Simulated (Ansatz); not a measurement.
# Ge₂F (doublet): from Hartree-Fock to the top rungs at a displaced geometry (v2), cc-pVDZ

How much of the correlation energy of Ge₂F (doublet) does each wave-function method recover here?

The runs use Ansatz 0.2.0, Gaussian basis; cc-pVDZ, core rule «outside noble gas», up to 29 orbitals frozen.

Plan: UHF; CCSD(T) on ROHF; CCSD(T) on UHF; BCCD(T) on ROHF; CISD; CCSDT(Q) on ROHF; CCSDT(Q) on UHF.

24 further runs of the same task are left out: 2 for a known fault of the program, 11 that didn't finish, 11 set aside as unsound or not needed.

### 1 What is computed

The geometry is a PBE0/def2-TZVP stationary point (not a proven minimum) with its atoms shifted at random (size 0.100 Å). No spin-orbit coupling is included. The filled d shell of Ge may be among the frozen orbitals whatever the setting's name suggests; the logs give the count.

3 atoms, charge 0, spin multiplicity 2.

Atoms are counted from 1 here; the program's logs count them from 0.

Bond lengths: F1–Ge2 2.027 Å, F1–Ge3 1.988 Å, Ge2–Ge3 2.421 Å. Angles: Ge2–F1–Ge3 74.1°, F1–Ge2–Ge3 52.2°, F1–Ge3–Ge2 53.7°.

### 2 UHF

Contents of in.yaml:

```yaml
crystal:
  periodic: [false, false, false]
  atoms:
    - {symbol: F, position_ang: [0.111927, -1.412113, -0.006636]}
    - {symbol: Ge, position_ang: [-0.052947, 0.200875, 1.210459]}
    - {symbol: Ge, position_ang: [0.023673, 0.168451, -1.208723]}
basis:
  gaussian: {orbitals: cc-pVDZ}
magnetization: {spin_polarized: true, initial_magnetization: 1}
hamiltonian: {xc: hf}
output: {orbitals: {seedname: orbitals}}
```

On the command line:

```sh
> ansatz run in.yaml --threads 1 --pin off --events-out ev --progress --plain --max-ram 2393MiB
```

After this run come: CCSD(T) on ROHF; CCSD(T) on UHF; BCCD(T) on ROHF; CISD; CCSDT(Q) on ROHF; CCSDT(Q) on UHF.

**Question.** What will the summary of the whole plan be? Wanted: UCCSDT(Q) below the RHF energy; RMP2 from UCCSDT(Q); UMP2 from UCCSDT(Q); RCCSD from UCCSDT(Q); RCCSD(T) from UCCSDT(Q); UCCSD(T) from UCCSDT(Q); RCCSDT(Q) from UCCSDT(Q); T1 diagnostic.

The runs gave:

```
                         quantity                      value
   UCCSDT(Q) below the RHF energy                 -9.9866 eV
              RMP2 from UCCSDT(Q)                +1088.5 meV
              UMP2 from UCCSDT(Q)                +1097.6 meV
             RCCSD from UCCSDT(Q)                 +395.3 meV
          RCCSD(T) from UCCSDT(Q)                  +75.3 meV
          UCCSD(T) from UCCSDT(Q)                  +74.7 meV
         RCCSDT(Q) from UCCSDT(Q)                   +8.6 meV
levels within 1 kcal/mol (43 meV)  RCCSDT, UCCSDT, RCCSDT(Q)
                    T1 diagnostic                      0.026
```

**Reading.** RCCSD(T) lands +75.3 meV from the yardstick (0.8 % of the correlation energy). These misses are within one basis, not against nature; the frozen cores of restricted and unrestricted runs differ, which can shift their rows.
